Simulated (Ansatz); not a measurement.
# CH₃NOSn: up Jacob's ladder to CCSD(T)

The task here is to estimate one member of a computed series from the others.

Computed with Ansatz 0.2.0, Gaussian basis. Level: functionals in def2-TZVPP, the program's frozen cores in correlated methods.

Plan: LDA (SPW92), PBE-D4, revPBE-D4, BLYP-D4, r2SCAN-D4, B97M-V, PBE0-D4, B3LYP-D4, r2SCANh-D4, r2SCAN0-D4, HSE06-D4, BHLYP-D4, CAM-B3LYP-D4, LC-ωPBE, ωB97X-V, ωB97M-V, B2PLYP, PBE-QIDH; CCSD(T)/def2-SVP; CCSD(T)/def2-TZVPP; MP2/def2-QZVPP; extrapolation to the limit; RPA on PBE.

## The geometry

All runs share one geometry, relaxed beforehand with PBE0-D4 in a triple-zeta def2 set. Sn takes the def2 core potential; no spin-orbit term is included.

7 atoms, charge 0, spin multiplicity 1.

Atoms are counted from 1 here; the program's logs count them from 0.

Bond lengths: N1–C2 1.196 Å, N1–H5 1.003 Å, C2–O3 1.169 Å, Sn4–H6 1.770 Å, Sn4–H7 1.771 Å. Angles: C2–N1–H5 129.6°, N1–C2–O3 173.0°, H6–Sn4–H7 91.3°.

Set-up of the first run:

in.yaml

```yaml
crystal:
  periodic: [false, false, false]
  atoms:
    - {symbol: N, position_ang: [-0.654906, -2.275669, -0.592578]}
    - {symbol: C, position_ang: [-0.290446, -1.288635, -0.023513]}
    - {symbol: O, position_ang: [0.193888, -0.348724, 0.475284]}
    - {symbol: Sn, position_ang: [0.090132, 2.149433, -0.217953]}
    - {symbol: H, position_ang: [-1.547132, -2.734237, -0.569989]}
    - {symbol: H, position_ang: [0.461480, 2.482300, 1.479835]}
    - {symbol: H, position_ang: [1.808185, 1.947532, -0.596786]}
basis:
  gaussian: {orbitals: def2-TZVPP}
hamiltonian: {xc: lda}
output: {orbitals: {seedname: orbitals}}
```

On the command line:

```sh
ansatz run in.yaml --threads 2 --pin off --events-out ev --progress --plain --max-ram 4352MiB
```

Among the steps run: LDA; PBE-D4 (GGA); revPBE-D4 (GGA); BLYP-D4 (GGA); r2SCAN-D4 (meta-GGA); B97M-V (meta-GGA); B3LYP-D4 (hybrid); r2SCANh-D4 (hybrid); r2SCAN0-D4 (hybrid); HSE06-D4 (hybrid); BHLYP-D4 (hybrid); CAM-B3LYP-D4 (range-separated); LC-ωPBE (range-separated); ωB97X-V (range-separated); ωB97M-V (range-separated); B2PLYP (double hybrid); PBE-QIDH (double hybrid).

One table of the session follows, with a row left open; its other results are not shown here.

It belongs to the step «Orbital energies across the functionals». 

| functional | HOMO (eV) | LUMO (eV) | gap (eV) |
| --- | --- | --- | --- |
| LDA (SPW92) | -5.24 | -2.92 | 2.32 |
| PBE-D4 | -5.10 | -2.64 | 2.46 |
| revPBE-D4 | -5.05 | -2.52 | 2.53 |
| BLYP-D4 | -5.00 | -2.55 | 2.45 |
| r2SCAN-D4 | ? | ? | ? |
| B97M-V | -5.24 | -2.52 | 2.73 |
| PBE0-D4 | -6.04 | -1.84 | 4.20 |
| B3LYP-D4 | -5.90 | -2.08 | 3.82 |
| r2SCANh-D4 | -5.67 | -2.13 | 3.54 |
| r2SCAN0-D4 | -6.19 | -1.71 | 4.48 |
| HSE06-D4 | -5.65 | -2.20 | 3.44 |
| BHLYP-D4 | -6.89 | -1.04 | 5.84 |
| CAM-B3LYP-D4 | -7.27 | -0.90 | 6.37 |
| LC-ωPBE | -8.45 | 0.24 | 8.69 |
| ωB97X-V | -8.18 | 0.12 | 8.30 |
| ωB97M-V | -8.09 | -0.09 | 8.00 |

Q: Estimate the row for r2SCAN-D4 from the others.

Worked estimate for «HOMO (eV)». Against the share of exact exchange, r2SCANh-D4 (0.1, -5.67), r2SCAN0-D4 (0.25, -6.19) give a slope of -3.47 per unit share; at 0 the line stands at -5.32.

As computed: HOMO (eV): -5.32; LUMO (eV): -2.41; gap (eV): 2.91. In «HOMO (eV)» the line misses by 0.00.
